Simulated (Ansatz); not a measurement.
**CH₃GeNO: an energy map over bond length O1–C2 and angle O1–C2–Ge4**

Program: Ansatz 0.2.0. Level of theory: RKS PBE0-D4/def2-TZVP. These are calculated values, not measurements.

## 1. Where the work starts

SMILES `O[C]1=[N][GeH2]1`, 7 atoms, charge 0, spin multiplicity 1.

Atoms are counted from 1 here; the program's logs count them from 0.

Bond lengths: O1–C2 1.333 Å, O1–H5 0.987 Å, C2–N3 1.279 Å, C2–Ge4 1.883 Å, N3–Ge4 1.987 Å, Ge4–H6 1.540 Å, Ge4–H7 1.540 Å. Angles: C2–O1–H5 106.3°, O1–C2–N3 134.0°, O1–C2–Ge4 150.8°, N3–C2–Ge4 75.2°, C2–N3–Ge4 66.3°, C2–Ge4–N3 38.5°, C2–Ge4–H6 120.8°, C2–Ge4–H7 120.8°, N3–Ge4–H6 113.8°, N3–Ge4–H7 113.8°, H6–Ge4–H7 118.4°.

As a file:

```xyz
7
charge 0, multiplicity 1
O     1.68140   -0.72724    0.70607
C     0.47795   -0.38589    0.24447
N    -0.62673   -1.01268    0.09417
Ge   -0.70332    0.88718   -0.48212
H     1.62052   -1.67812    0.96432
H    -1.56095    1.78001    0.43362
H    -0.82767    1.06873   -2.00624
```

This geometry comes from a loose relaxation at PBE in a small basis, which is not shown.

## 3. Setting up the map

First coordinate, bond length O1–C2: 9 values from 1.086 to 1.986 Å. Second coordinate, angle O1–C2–Ge4: 9 values from 108.2 to 179.0 °.

Nothing else is relaxed (all other coordinates rigid). Energies count from the relaxed molecule at the same level. Points are written as (first, second).

(The set-up runs are not shown.)

## 4. Point (1.311 Å, 152.4°)

Input file input.yaml:

```yaml
crystal:
  periodic: [false, false, false]
  atoms:
    - { symbol: O, position_ang: [1.672158, -0.711708, 0.698358] }
    - { symbol: C, position_ang: [0.488475, -0.377121, 0.244851] }
    - { symbol: "N", position_ang: [-0.60009, -1.002958, 0.099856] }
    - { symbol: Ge, position_ang: [-0.717313, 0.844427, -0.473829] }
    - { symbol: H, position_ang: [1.629364, -1.647332, 0.958133] }
    - { symbol: H, position_ang: [-1.525522, 1.772148, 0.426926] }
    - { symbol: H, position_ang: [-0.801681, 1.070865, -1.979432] }
basis:
  gaussian: { orbitals: def2-TZVP }
hamiltonian:
  xc: pbe0
  dispersion: d4
output:
  forces: true
```

Run with:

```sh
> ansatz run input.yaml --threads 1 --pin off --max-ram 2560MiB --backend cpu --events-out ev --progress --plain --runs-dir out
```

What time and memory should one allow on 1 thread of Arm Neoverse V2, shared host?

About 5.1 s, with a peak of 0.31 GiB.
